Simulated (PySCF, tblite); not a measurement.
# C₄H₃F₃O₂+ (doublet): geometry, infrared bands and EPR parameters

Wanted: the infrared bands and EPR parameters of C₄H₃F₃O₂+ (doublet) (`O=CO[CH+][CH]C(F)(F)F`), by calculation.

Computed with tblite 0.8.0 and PySCF 2.14.0, with density-fitted response routines of our own, on a single molecule in the gas phase. Atoms are numbered from 0 throughout.

## Step 1: The starting structure

12 atoms, charge 1, multiplicity 2; geometry from: force field or distance geometry start.

Bonds of the start (Å): O0–C1 1.27, C1–O2 1.38, O2–C3 1.39, C3–C4 1.50, C4–C5 1.52, C5–F6 1.38, C5–F7 1.39, C5–F8 1.37, C1–H9 1.08, C3–H10 1.09, C4–H11 1.11.

## Step 2: Geometry optimisation with GFN2-xTB

What the job is given:

```
{"job": {"kind": "relax", "xc": "GFN2-xTB", "basis": "xTB"}, "charge": 1, "multiplicity": 2}
O      1.802500     1.179100     0.679100
C      2.397200     0.170900     0.194200
O      1.650300    -0.814700    -0.416000
C      0.272600    -0.737800    -0.560100
C     -0.680900    -0.670600     0.598500
C     -1.638100     0.492700     0.405700
F     -1.575000     1.004600    -0.876700
F     -1.282700     1.464600     1.329400
F     -2.944600     0.135400     0.608100
H      3.467200     0.122800     0.316500
H     -0.171200    -0.749700    -1.559300
H     -1.296000    -1.598100     0.548800
```

Command:

```
$ OMP_NUM_THREADS=1 python probes_run.py task.json out
```

The driver reads the jobs from task.json and runs them one after another.

**Question.** This job is followed by: GFN2-xTB harmonic vibrations, gas phase; UKS B3LYP, pcH-1 on C F H O, non-relativistic, mean-field spin-orbit, GIAO. Predict these results of the whole session: strongest single infrared mode (GFN2-xTB); zero-point energy (GFN2-xTB); g(iso) (B3LYP); ⟨S²⟩; largest a(iso) (averaged by class).

The runs gave:

| quantity | value |
| --- | --- |
| strongest single infrared mode (GFN2-xTB) | 2704 cm⁻¹, 444 km/mol |
| zero-point energy (GFN2-xTB) | 40.5 kcal/mol |
| g(iso) (B3LYP) | 2.00429 |
| ⟨S²⟩ | 0.757 (exact 0.75) |
| largest a(iso) (averaged by class) | 1H on H9, 68.6 MHz |

In words: The optimisation took 75 steps and gained 3.113 eV; among the close pairs (by a distance rule), C3–C4 changed most, from 1.502 to 1.331 Å. No mode is imaginary among the 30: a minimum at this level. The strongest single mode, at 2704 cm⁻¹, moves mainly H9. GFN2-xTB is a fitted tight-binding method: band positions and strengths are rough. Its intensities can rank the bands wrongly. C4 carries the largest spin population, 0.44 e. The isotropic g lies 2.0 ppt above the free-electron value. These values are for one conformer; the search (at its own cheap level) found 2 more, at 0.03, 4.72 kcal/mol (those within 0.05 may be mirror or relabelled copies), and measured spectra average over such forms.
